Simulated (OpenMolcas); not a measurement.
# Ta⁴⁺ among point charges: CASSCF and CASPT2 levels and susceptibility

Aim: the splitting of the states of Ta⁴⁺ in the field of 5 point charges, its lowest levels with spin-orbit coupling and its magnetic susceptibility.

The numbers are computed with OpenMolcas 26.06 (state-averaged CASSCF and CASPT2, spin-orbit coupling by RASSI with atomic mean-field integrals), except any that are marked as measured or tabulated.

**1. Starting point**

| Property | Result |
| --- | --- |
| Species | Ta⁴⁺ (tantalum, Z = 73, 69 electrons) |
| Basis | ANO-RCC-VDZP [7s6p4d2f1g], 68 functions |
| Scalar Hamiltonian | DKH2, point nucleus |
| Inactive shells | 1s 2s 2p 3s 3p 3d 4s 4p 4d 4f 5s 5p |
| Active space | 1 electron in 5 orbitals (5d) |
| Some configurations of this space | 5d |
| Orbitals | optimised for each spin and parity, averaged over all roots |

The outer shells:

5d
```
5d [↑ ][  ][  ][  ][  ]
```

The ion sits among 5 point charges of -0.5 e arranged as a square pyramid (C4v), 2.04 Å from the ion, with the axial distance 2.183 Å.

The work runs as a chain of OpenMolcas steps in one folder; each step below is one input file. Labels, J, g values, rates, χT and fits are worked out afterwards by a script from the matrices that RASSI stores.

**2. One- and two-electron integrals**

a.inp

```
&GATEWAY
Coord
1

Ta 0.0 0.0 0.0
Basis=ANO-RCC-VDZP
Group=NoSym
NoMove
AngMom=0.0 0.0 0.0
AMFI
XField
5 Angstrom 0
2.040000 0.000000 0.000000 -0.500000
0.000000 2.040000 0.000000 -0.500000
-2.040000 0.000000 0.000000 -0.500000
0.000000 -2.040000 0.000000 -0.500000
0.000000 0.000000 2.182800 -0.500000
&SEWARD
```

**3. CASSCF: doublets, 5 roots**

a.inp

```
&RASSCF
FileOrb=start.orb
Symmetry=1
Spin=2
nActEl=1 0 0
Inactive=34
Ras2=5
CIRoot=5 5 1
SDav=5
CIMx=300
Iter=120 100
PrWF=0.3
OrbListing=Nothing
MaxOrb=0
>>> COPY $Project.JobIph JOB001
```

start.orb holds the contracted functions of the basis, ordered by shell, or the orbitals of the step before.

**4. State interaction with spin-orbit coupling**

a.inp

```
&RASSI
NrOfJobIphs=1 5
1 2 3 4 5
IphNames
JOB001
EJob
SpinOrbit
DIPRint=1.0
SOCoupling=1000.0
Subsets=2
Property=9
'ANGMOM' 1 'ANGMOM' 2 'ANGMOM' 3 'MLTPL  1' 1 'MLTPL  1' 2 'MLTPL  1' 3
'AMFI' 1 'AMFI' 2 'AMFI' 3
SOProperty=3
'ANGMOM' 1 'ANGMOM' 2 'ANGMOM' 3
```

**5. CASPT2: IPEA 0.25, imaginary shift 0.1 (closed shells correlated: 4f 5s 5p)**

a.inp

```
>>> COPY JOB001 $Project.JobIph
&CASPT2
Multistate=5 1 2 3 4 5
NoMult
Frozen=23
IPEA=0.25
Imaginary=0.1
MaxIter=60
WThr=0.0 0.3 0.05
PrWF=0.5
NoMix
```

(Steps that only read results are left out.)

**Question.** What will these runs give? Wanted: spin-free ground state; first state of the same spin within the active space; lowest level; next level.

**Answer**, as computed:

| quantity | value |
| --- | --- |
| method | SS-CASPT2, IPEA 0.25, imaginary shift 0.1 (closed shells correlated: 4f 5s 5p) |
| spin-free ground state | doublet, 2-fold in its orbital part |
| first state of the same spin within the active space | doublet at 1160 cm⁻¹ |
| lowest level | 2-fold, g = 0.67, 1.63, 1.63 |
| next level | 2439.8 cm⁻¹ |
| χT at 300 K | 0.20 cm³ K/mol |
| effective moment at 300 K | 1.25 μB |

Cost by method:

| method | time of its own steps | time with the reference |
| --- | --- | --- |
| A. CASSCF | 2.8 s | 2.8 s |
| B. SS-CASPT2, IPEA 0.25, imaginary shift 0.1, +4f 5s 5p | 1.9 s | 4.8 s |

Times are of one thread on a shared host.

**Reading.** The spin-free ground state (doublet) comes to 100 % from free-ion D terms and keeps the highest spin of the shell. χT at 300 K is 0.20, against 0.38 cm³ K/mol for the spin alone, so orbital moment lowers it. The field of point charges can differ much from that of real complexes. Point charges carry no covalency, so the field is a model and not that of real ligands.
